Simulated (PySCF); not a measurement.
# C5H5ClFN: the cost of one run

Computed with PySCF 2.14.0 and routines of our own; the level stands in each step. Atoms count from 0.

## 1. The system as given

13 atoms, charge 0, multiplicity 1; geometry from: GFN2-xTB.

## 2. Excited states: TDA PBE0/def2-SVP

Job settings and geometry (Å):

```
{"job": {"kind": "states", "xc": "PBE0", "basis": "def2-SVP", "tda": true, "soc": true, "nstates": 5, "ntriplets": 4, "nquad": 4}, "charge": 0, "multiplicity": 1}
C     -1.586152     0.223490    -0.506782
C     -0.620198    -0.031725     0.642871
Cl    -0.978665    -1.623685     1.381754
C      0.805895     0.039732     0.163498
C      1.226001     1.341622    -0.206687
N      1.538429     2.403778    -0.498955
C      1.620398    -1.008575     0.043948
F      2.863135    -0.895607    -0.415964
H     -1.393466     1.207022    -0.931579
H     -1.456872    -0.527970    -1.282412
H     -2.612474     0.188391    -0.151043
H     -0.771937     0.707649     1.436177
H      1.361518    -2.023636     0.307445
```

Level: TDA PBE0/def2-SVP excited states, vertical, gas phase, spin-orbit mean-field couplings.

Launch:

```sh
$ OMP_NUM_THREADS=1 python excited_run.py task.json out
```

The driver reads the jobs from task.json and runs them one after another.

Q: Estimate the wall time and peak memory of this first job on 1 thread of Arm Neoverse N1, shared host.

About 39 s, with a peak of 0.57 GiB.
